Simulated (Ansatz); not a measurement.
**C2H4BN: ionisation energy by level of theory**

The task here is to estimate one member of a computed series from the others.

Method: unrestricted cation, the program's frozen cores in correlated methods; program: Ansatz 0.2.0, Gaussian basis.

The runs, in order: UKS PBE-D4/def2-TZVPP; UKS r2SCAN-D4/def2-TZVPP; UKS PBE0-D4/def2-TZVPP; UKS B3LYP-D4/def2-TZVPP; UKS wB97X-V/def2-TZVPP; UKS wB97M-V/def2-TZVPP; UKS B2PLYP/def2-TZVPP; UHF-MP2/def2-TZVPP; UHF-MP2/def2-QZVPP; then −ε(HOMO) from the neutral's earlier runs with LDA (SPW92), PBE-D4, revPBE-D4, BLYP-D4, r2SCAN-D4, B97M-V, PBE0-D4, B3LYP-D4, r2SCANh-D4, r2SCAN0-D4, HSE06-D4, BHLYP-D4, CAM-B3LYP-D4, LC-ωPBE, ωB97X-V, ωB97M-V.

1 further run of the same task is left out (it didn't finish).

### The geometry

The geometry comes from an earlier relaxation with PBE0-D4 in a triple-zeta def2 set; it is a stationary point, not always the lowest conformer.

8 atoms, charge 0, spin multiplicity 1.

Atoms are counted from 1 here; the program's logs count them from 0.

Bond lengths: B1–C2 1.513 Å, B1–C4 1.568 Å, B1–H5 1.194 Å, C2–N3 1.302 Å, C2–H6 1.085 Å, N3–C4 1.501 Å, C4–H7 1.086 Å, C4–H8 1.090 Å. Angles: C2–B1–C4 88.4°, C2–B1–H5 128.9°, C4–B1–H5 131.1°, B1–C2–N3 84.0°, B1–C2–H6 146.9°, N3–C2–H6 122.8°, C2–N3–C4 99.8°, B1–C4–N3 76.0°, B1–C4–H7 118.1°, B1–C4–H8 122.1°, N3–C4–H7 109.3°, N3–C4–H8 114.2°, H7–C4–H8 111.4°.

Geometry (Å):

| atom | x (Å) | y (Å) | z (Å) |
| --- | --- | --- | --- |
| B1 | -0.2258 | 0.5575 | -0.6482 |
| C2 | 0.5196 | 0.8973 | 0.6241 |
| N3 | 0.0883 | -0.2643 | 1.0243 |
| C4 | -0.0392 | -0.9599 | -0.2995 |
| H5 | -1.1322 | 1.1390 | -1.1632 |
| H6 | 0.8382 | 1.6752 | 1.3105 |
| H7 | 0.9066 | -1.4305 | -0.5506 |
| H8 | -0.8631 | -1.6714 | -0.3531 |

Set-up of the first run:

Input file in.yaml:

```yaml
crystal:
  periodic: [false, false, false]
  atoms:
    - {symbol: B, position_ang: [-0.225788, 0.557548, -0.648178]}
    - {symbol: C, position_ang: [0.519558, 0.897253, 0.624145]}
    - {symbol: N, position_ang: [0.088314, -0.264293, 1.024261]}
    - {symbol: C, position_ang: [-0.039220, -0.959855, -0.299535]}
    - {symbol: H, position_ang: [-1.132226, 1.139024, -1.163228]}
    - {symbol: H, position_ang: [0.838189, 1.675236, 1.310459]}
    - {symbol: H, position_ang: [0.906592, -1.430513, -0.550581]}
    - {symbol: H, position_ang: [-0.863119, -1.671399, -0.353141]}
basis:
  gaussian: {orbitals: def2-TZVPP}
total_charge: 1
magnetization: {spin_polarized: true, initial_magnetization: 1}
hamiltonian: {xc: pbe, dispersion: d4}
```

Started as:

```bash
ansatz run in.yaml --threads 2 --pin off --events-out ev --progress --plain --max-ram 4352MiB
```

Among the steps run: Cation, UKS PBE-D4/def2-TZVPP; Cation, UKS r2SCAN-D4/def2-TZVPP; Cation, UKS PBE0-D4/def2-TZVPP; Cation, UKS B3LYP-D4/def2-TZVPP; Cation, UKS wB97X-V/def2-TZVPP; Cation, UKS wB97M-V/def2-TZVPP; Cation, UKS B2PLYP (frozen core)/def2-TZVPP; Cation, UHF-MP2/def2-TZVPP; Cation, UHF-MP2/def2-QZVPP.

One table of the session follows, with a row left open; its other results are not shown here.

It belongs to the step «Ionisation energies side by side». For comparison, −ε(HOMO) of the neutral from earlier runs:

```
  functional  −ε(HOMO) (eV)
 LDA (SPW92)           6.04
      PBE-D4           5.91
   revPBE-D4           5.86
     BLYP-D4           5.80
   r2SCAN-D4           6.12
      B97M-V           6.21
     PBE0-D4           7.20
    B3LYP-D4           6.99
  r2SCANh-D4           6.61
  r2SCAN0-D4           7.35
    HSE06-D4           6.80
    BHLYP-D4           8.42
CAM-B3LYP-D4              ?
     LC-ωPBE           9.93
     ωB97X-V           9.57
     ωB97M-V           9.49
```

Q: Estimate the row for CAM-B3LYP-D4 from the others.

The run gave: −ε(HOMO) (eV): 8.59. In the column «−ε(HOMO) (eV)» it lies between BHLYP-D4 (8.42) and ωB97M-V (9.49).
